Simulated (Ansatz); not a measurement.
# Zn2Si2N: the cost of one run

Program: Ansatz 0.2.0. Level of theory: DFT PBE, scalar-relativistic, plane waves, PAW. These are calculated values, not measurements.

## (1) The starting structure

It takes space group Cmmm (No. 65, orthorhombic). Conventional cell: a = 6.200 Å, b = 6.444 Å, c = 3.372 Å, α = 90.00°, β = 90.00°, γ = 90.00°. Zn (site symmetry 2mm) has 1 N at 1.50 Å as nearest neighbours. Around Si (site symmetry m2m) lie 2 N at 2.35 Å. N (site symmetry mmm) is surrounded by 2 Zn at 1.50 Å.

Structure file:

```cif
data_structure
_symmetry_space_group_name_H-M 'Cmmm'
_symmetry_Int_Tables_number 65
_cell_length_a 6.2000
_cell_length_b 6.4435
_cell_length_c 3.3721
_cell_angle_alpha 90.000
_cell_angle_beta 90.000
_cell_angle_gamma 90.000
_cell_volume 134.71
loop_
_atom_site_label
_atom_site_type_symbol
_atom_site_symmetry_multiplicity
_atom_site_Wyckoff_symbol
_atom_site_fract_x
_atom_site_fract_y
_atom_site_fract_z
_atom_site_occupancy
Zn1 Zn 4 g 0.25753 0.00000 0.00000 1
Si1 Si 4 j 0.50000 0.74592 0.50000 1
N1 N 2 b 0.50000 0.00000 0.00000 1
```

The cell is invented: random cell by space group and Wyckoff sites (Cmmm, No. 65). Lengths come from tabulated atomic sizes and are only a guess.

## (2) Probe: one point on a coarse mesh

File input.yaml:

```yaml
crystal:
  lattice:
    - [3.09997732, -3.22176213, 0.0]
    - [3.09997732, 3.22176213, 0.0]
    - [0.0, 0.0, 3.37207113]
  atoms:
    - { symbol: Zn, position: [0.25752846, 0.25752846, 0.0] }
    - { symbol: Zn, position: [0.74247154, 0.74247154, 0.0] }
    - { symbol: Si, position: [0.75408401, 0.24591599, 0.5] }
    - { symbol: Si, position: [0.24591599, 0.75408401, 0.5] }
    - { symbol: "N", position: [0.5, 0.5, 0.0] }
basis:
  ecutwfc: 420
kpoints:
  mp_grid: { grid: [4, 4, 6] }
hamiltonian:
  xc: pbe
scf:
  occupations: { method: gaussian, width: 0.1 }
  lower_state_search: "off"
output:
  forces: true
  stress: true
  eigenvalues: true
```

Command:

```
$ ansatz run input.yaml --threads 1 --pin off --max-ram 2560MiB --backend cpu --events-out ev --progress --plain --runs-dir out
```

What time and memory should one allow on 1 thread of Intel Xeon 6975P-C (Granite Rapids), shared host?

About 1.6 s, with a peak of 0.4 GiB.
